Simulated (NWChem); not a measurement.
# BH3S2 (SMILES SBS) at B3LYP/6-31G(d) (spherical functions)

Aim: the electronic atomisation energy of BH3S2 at B3LYP/6-31G* (spherical functions), from 4 runs. 

The results are computed with NWChem 7.3.0.

## Step 1: The structure to begin with

BH3S2 has 6 atoms, charge 0, and is taken as a singlet. As SMILES, `SBS`. Geometry: relaxed at PBE0-D4/def2-TZVP. This is one conformer, not always the lowest.

Bond lengths: S1–B2 1.783 Å, B2–S3 1.787 Å, S1–H4 1.346 Å, B2–H5 1.190 Å, S3–H6 1.342 Å. Angles: S1–B2–S3 122.5°, S1–B2–H5 116.2°, S3–B2–H5 121.4°, B2–S1–H4 98.9°, B2–S3–H6 97.3°.

## Step 2: The energy at B3LYP/6-31G(d) (spherical functions) (run 1)

Input file bh3s2.nw:

```
start bh3s2
title "BH3S2 energy"
memory stack 880 mb heap 220 mb global 1100 mb
geometry units angstrom noautosym nocenter noautoz
  S     -0.819900    -0.605200    -1.516500
  B      0.091400    -0.453600     0.008900
  S      0.333100     1.114800     0.829800
  H     -1.145600     0.688100    -1.694600
  H      0.535500    -1.462200     0.457500
  H      1.047600     0.654100     1.868800
end
basis spherical bse
  * library 6-31G*
end
dft
  xc b3lyp
  grid fine
  convergence energy 1e-08
  maxiter 100
  mulliken
  noprint "final vectors analysis"
end
task dft energy
```

Started as:

```console
$ nwchem bh3s2.nw > bh3s2.out
```

What it wrote, cut to the lines that bear on the results:

```text
[...]
          Wavefunction type:  closed shell.
          No. of atoms     :     6
          No. of electrons :    40
[...]
          Charge           :     0
          Spin multiplicity:     1
[...]
          AO basis - number of functions:    56
[...]
              XC Information
              --------------
                         B3LYP Method XC Potential
                     Hartree-Fock (Exact) Exchange  0.200
                        Slater Exchange Functional  0.800 local
                    Becke 1988 Exchange Functional  0.720 non-local
              Lee-Yang-Parr Correlation Functional  0.810
                  VWN I RPA Correlation Functional  0.190 local
[...]
 d= 0,ls=0.0,diis     1   -823.0312192788 -9.43D+02  1.50D-02  3.18D-01     1.0
[...]
 d= 0,ls=0.0,diis    10   -823.0803456586 -1.09D-10  1.47D-07  3.94D-11     7.0
         Total DFT energy =     -823.080345658638
      One electron energy =    -1373.163965170496
           Coulomb energy =      486.946319480266
    Exchange-Corr. energy =      -56.631423911049
 Nuclear repulsion energy =      119.768723942641
[...]
      Total Density - Mulliken Population Analysis
     ---------------------------------------------
    Atom       Charge   Shell Charges
 -----------   ------   -------------------------------------------------------
    1 S   16    16.10   2.00  2.00  5.97  1.36  3.09  0.50  1.13  0.05
    2 B    5     5.06   2.00  0.59  1.46  0.41  0.56  0.05
    3 S   16    16.11   2.00  2.00  5.97  1.36  3.09  0.50  1.14  0.05
    4 H    1     0.89   0.51  0.39
    5 H    1     0.96   0.52  0.44
    6 H    1     0.88   0.50  0.37
[...]
```

Wall time 8.1 s (1 thread of AMD EPYC 7R13 (Zen 3), shared host); peak memory 0.11 GiB.

## Step 3: The B atom, same level (run 2)

Input file calc.nw:

```
start calc
title "B"
memory stack 880 mb heap 220 mb global 1100 mb

geometry units angstrom noautosym nocenter noautoz
  B      0.000000     0.000000     0.000000
end

basis spherical bse
  * library 6-31G*
end

dft
  xc b3lyp
  mult 2
  grid fine
  convergence energy 1e-08
  iterations 100
  mulliken
  print low
end

task dft
```

Run the same way, it converges to -24.65384 Eh (log not shown).

Run 3 isn't shown in full; the table further down has it.

## Step 4: The S atom (run 4)

Input file s.nw:

```
echo
start s
title "S"
memory 2200 mb
geometry units angstroms noautosym nocenter noautoz
  S      0.000000     0.000000     0.000000
end
basis spherical bse
  * library 6-31G*
end
dft
  xc b3lyp
  mult 3
  grid fine
  convergence energy 1e-08
  iterations 100
  mulliken
  print low
end
task dft energy
```

Started as:

```console
$ nwchem s.nw > s.out
```

What it wrote, cut to the lines that bear on the results:

```text
[...]
 d= 0,ls=0.0,diis     1   -398.0901339746 -3.98D+02  1.61D-02  2.64D-02     0.2
[...]
 d= 0,ls=0.0,diis     6   -398.1019160805 -1.18D-09  6.51D-07  2.14D-11     0.6
[...]
         Total DFT energy =     -398.101916080521
      One electron energy =     -549.499488810156
           Coulomb energy =      177.051546699773
    Exchange-Corr. energy =      -25.653973970139
 Nuclear repulsion energy =        0.000000000000
[...]
      Total Density - Mulliken Population Analysis
     ---------------------------------------------
    Atom       Charge   Shell Charges
 -----------   ------   -------------------------------------------------------
    1 S   16    16.00   2.00  2.00  5.97  1.46  2.72  0.54  1.31  0.00
     --------------------------------------------
      Spin Density - Mulliken Population Analysis
     --------------------------------------------
    Atom       Charge   Shell Charges
 -----------   ------   -------------------------------------------------------
    1 S   16     2.00   0.00  0.00  0.01  0.02  1.40 -0.03  0.59  0.00
[...]
      <S2> =      2.0021 (Exact =     2.0000)
[...]
```

It took 1.4 s on 1 thread of AMD EPYC 7R13 (Zen 3), shared host; peak memory 0.1 GiB.

## Step 5: The series

| run | level | partner | energy (Eh) | wall time |
| --- | --- | --- | --- | --- |
| 1 | B3LYP/6-31G* (spherical functions) | base | -823.080346 | 8.1 s |
| 2 | UB3LYP/6-31G* (spherical functions) | atoms | -24.653835 | 1.1 s |
| 3 | UB3LYP/6-31G* (spherical functions) | atoms | -0.500273 | 1 s |
| 4 | UB3LYP/6-31G* (spherical functions) | atoms | -398.101916 | 1.4 s |

## Step 6: Summary of results

Level: B3LYP/6-31G* (spherical functions).

```
                     quantity          value
         S atom: total energy  -398.10192 Eh
                 S atom: ⟨S²⟩          2.002
electronic atomisation energy      19.643 eV
```

What this shows: Taking the molecule apart into free atoms costs 19.64 eV (453 kcal/mol), before zero-point energy and without spin-orbit coupling. All runs together took 12 s, the longest 8.1 s.
